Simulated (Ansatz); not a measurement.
# BClH₆NSi₂ radical: basis-set convergence

Aim: see how fast density functionals converge with the basis set for BClH₆NSi₂ radical.

The runs use Ansatz 0.2.0, Gaussian basis; one geometry, several basis sets.

Plan: PBE0-D4/def2-SVP; ωB97M-V/def2-SVP; PBE0-D4/def2-QZVPP; ωB97M-V/def2-QZVPP; the functionals' def2-TZVPP values are taken from earlier runs.

## 1. The geometry

An earlier PBE0-D4 in a triple-zeta def2 set relaxation fixed the geometry.

SMILES `BN([SiH2])[SiH2]Cl`, 11 atoms, charge 0, spin multiplicity 2.

Atoms are counted from 1 here; the program's logs count them from 0.

Bond lengths: B1–N2 1.416 Å, B1–H6 1.198 Å, B1–H7 1.199 Å, N2–Si3 1.759 Å, N2–Si4 1.739 Å, Si3–H8 1.490 Å, Si3–H9 1.487 Å, Si4–Cl5 2.052 Å, Si4–H10 1.475 Å, Si4–H11 1.480 Å. Angles: N2–B1–H6 119.8°, N2–B1–H7 119.3°, H6–B1–H7 120.9°, B1–N2–Si3 119.2°, B1–N2–Si4 120.2°, Si3–N2–Si4 120.5°, N2–Si3–H8 107.7°, N2–Si3–H9 109.7°, H8–Si3–H9 111.4°, N2–Si4–Cl5 110.3°, N2–Si4–H10 109.5°, N2–Si4–H11 109.1°, Cl5–Si4–H10 108.3°, Cl5–Si4–H11 106.9°, H10–Si4–H11 112.6°.

## 2. PBE0-D4 in def2-SVP

Input file in.yaml:

```yaml
crystal:
  periodic: [false, false, false]
  atoms:
    - {symbol: B, position_ang: [0.604909, 1.191530, 0.969154]}
    - {symbol: N, position_ang: [0.213284, 0.025655, 0.267692]}
    - {symbol: Si, position_ang: [-0.204713, -1.422559, 1.174720]}
    - {symbol: Si, position_ang: [0.141157, 0.031544, -1.470225]}
    - {symbol: Cl, position_ang: [-1.796545, 0.268517, -2.101959]}
    - {symbol: H, position_ang: [0.878206, 2.187855, 0.363490]}
    - {symbol: H, position_ang: [0.661101, 1.164536, 2.166618]}
    - {symbol: H, position_ang: [-0.955252, -2.329647, 0.261500]}
    - {symbol: H, position_ang: [-1.020135, -1.051758, 2.361610]}
    - {symbol: H, position_ang: [0.940600, 1.156103, -1.992590]}
    - {symbol: H, position_ang: [0.602888, -1.278777, -1.979413]}
basis:
  gaussian: {orbitals: def2-SVP}
magnetization: {spin_polarized: true, initial_magnetization: 1}
hamiltonian: {xc: pbe0, dispersion: d4}
output: {orbitals: {seedname: orbitals}}
```

Run with:

```console
ansatz run in.yaml --threads 2 --pin off --events-out ev --progress --plain --max-ram 32768MiB --backend cpu
```

After this run come: ωB97M-V in def2-SVP; PBE0-D4 in def2-QZVPP; ωB97M-V in def2-QZVPP.

Before running them: what should the planned runs give, taken together? Wanted: PBE0-D4: double and triple zeta above quadruple; ωB97M-V: double and triple zeta above quadruple.

The runs gave:

| quantity | value |
| --- | --- |
| PBE0-D4: double and triple zeta above quadruple | 13.57, 1.05 eV |
| ωB97M-V: double and triple zeta above quadruple | 13.60, 0.98 eV |

For PBE0-D4 the step from double to triple zeta gains 12.52 eV and the next only 1.05 eV. These are total energies; as a rule much of such shifts cancels in differences, which this series doesn't test.
